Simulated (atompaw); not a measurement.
# Eu: generating and testing a PAW (atompaw) potential

Aim: build the potential from the settings below, then test how well it stands in for the atom: scattering, ghost states and the plane-wave cutoff that it needs.

Method: atompaw 4.2.0.5, PBEsol, scalar-relativistic.

### Step 1. Settings

The settings as typed:

| Quantity | Value |
| --- | --- |
| element | europium (Eu, Z = 63) |
| type | PAW |
| frozen core | [Kr] 4d10 |
| valence charge | 17 |
| reference configuration | 4f7 5s2 5p6 5d0 6s2 6p0 |
| partial waves | 5s (bound): rc 1.65 bohr; 6s (bound): rc 3.00 bohr; 5p (bound): rc 1.85 bohr; 6p (bound, empty): rc 3.00 bohr; 5d (bound, empty): rc 3.00 bohr; 5d channel at 1.7 Ry: rc 3.00 bohr; 4f (bound): rc 1.25 bohr; 4f channel at 1.6 Ry: rc 1.25 bohr |
| local potential | bessel scheme, radius 2.40 bohr |
| core correction | smooth core density matched at 1.55 bohr |
| augmentation charge | besselshape compensation charge, radius 2.50 bohr; PAW radius 3.00 bohr; waves and projectors: custom polynom vanderbiltortho |

An earlier all-electron run gives the scale for the radii.

All-electron outer shells of the reference configuration (PBEsol, scalar-relativistic, ld1.x):

| shell | level (eV) | outermost node (bohr) | outermost maximum (bohr) |
| --- | --- | --- | --- |
| 4p | -258.03 | 0.30 | 0.55 |
| 4d | -134.71 | 0.27 | 0.57 |
| 5s | -44.70 | 0.67 | 1.23 |
| 5p | -23.79 | 0.72 | 1.41 |
| 6s | -3.64 | 1.67 | 3.60 |
| 4f | -2.76 | – | 0.60 |
| 5d | -1.57 | 0.82 | 2.16 |
| 6p | -1.18 | 2.02 | 4.86 |

### Step 2. Generating the potential

Input file Eu.input:

```
Eu 63
GGA-PBESOL scalarrelativistic loggrid 2001 logderivrange -5 5 251
6 6 5 4 0 0
6 1 0
5 2 0
4 3 7
0 0 0
c
c
c
c
v
v
c
c
c
v
v
c
c
v
v
3
3.00 2.50 2.40 1.55
n
n
y
1.7
n
y
1.6
n
custom polynom vanderbiltortho besselshape
bessel
1.65
3.00
1.85
3.00
3.00
3.00
1.25
1.25
PWSCFOUT
UPFDX 0.0125d0 UPFXMIN -7.d0 UPFZMESH 63.d0
END
```

The run is started by

```sh
$ atompaw < Eu.input > Eu.log
```

Q: Predict the outcome of this session. Wanted: cutoffs for 10 and 1 mRy, occupied levels; bound ghosts; largest phase difference near zero energy, channels read; lowest eigenvalue of the overlap; share of valence orbitals outside the PAW sphere; UPF file.

**Answer**, as computed:

```
                                                quantity                                              value
               cutoffs for 10 and 1 mRy, occupied levels                                  120 Ry and 200 Ry
                                            bound ghosts                                         none found
largest phase difference near zero energy, channels read                                          0.015 rad
         lowest eigenvalue of the overlap (Bessel basis)                                          0.541 (p)
        share of valence orbitals outside the PAW sphere  5s 0 %, 6s 80 %, 5p 3 %, 6p 95 %, 5d 49 %, 4f 1 %
                                                UPF file                                            written
```

In words: It counts as hard, with 120 Ry needed at the looser tolerance. The slowest occupied level is 4f: taken alone it needs 140 Ry to come within 1 mRy, against 25 Ry for 5s. It is free of bound ghosts as far as tested. Near zero energy the phases of the channels with partial waves agree within 0.015 rad. All of this concerns the isolated atom, not yet a solid.
